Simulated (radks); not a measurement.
# Taking charge from the 3s level of Ga in fractions

One table from this session's results is given with a row withheld; the runs are named, their logs left out.

Program: radks (a radial shooting solver on a logarithmic mesh, Libxc functionals) version 1. Level of theory: non-relativistic Kohn-Sham, PBE, spin-polarised, spherical densities, point nucleus; open shells are filled with parallel spins first. These are calculated values, not measurements, unless marked.

**The system**

| Item | Value |
| --- | --- |
| element | gallium (Z = 31) |
| charge | 0 |
| electrons | 31 |
| configuration | [Ne] 3s(up 1, down 1) 3p6 3d10 4s2 4p1 |

A shell typed twice in an input gives spin up, then spin down.

The first run:

The run's settings:

```text
Z 31
configuration [Ne] 3s1 3s1 3p6 3d10 4s2 4p1
relativity non-relativistic
functional pbe,pbe
spin polarised
nucleus point
```

Steps of the session up to this table: Start: [Ne] 3s(up 1, down 1) 3p6 3d10 4s2 4p1.

One table of the session follows, with a row left open; its other results are not shown here.

Radial moments (bohr):

| level | <r> | outermost maximum (interpolated) | 90 % within | nodes |
| --- | --- | --- | --- | --- |
| 3p up | 0.6839 | 0.571 | 1.05 | 1 |
| 3p down | 0.6838 | 0.571 | 1.05 | 1 |
| 3d up | 0.8076 | 0.532 | 1.39 | 0 |
| 3d down | 0.8039 | 0.532 | 1.38 | 0 |
| 4s up | 2.390 | 1.94 | 3.64 | 3 |
| 4s down | 2.374 | 1.92 | 3.63 | 3 |
| 4p up | ? | ? | ? | ? |
| 4p down | 3.415 | 2.54 | 5.47 | 2 |

Estimate the missing values for 4p up.

**Answer.** <r>: 3.379; outermost maximum (interpolated): 2.56; 90 % within: 5.39; nodes: 2. In the column «<r>» it lies between 4s up (2.390) and 4p down (3.415).
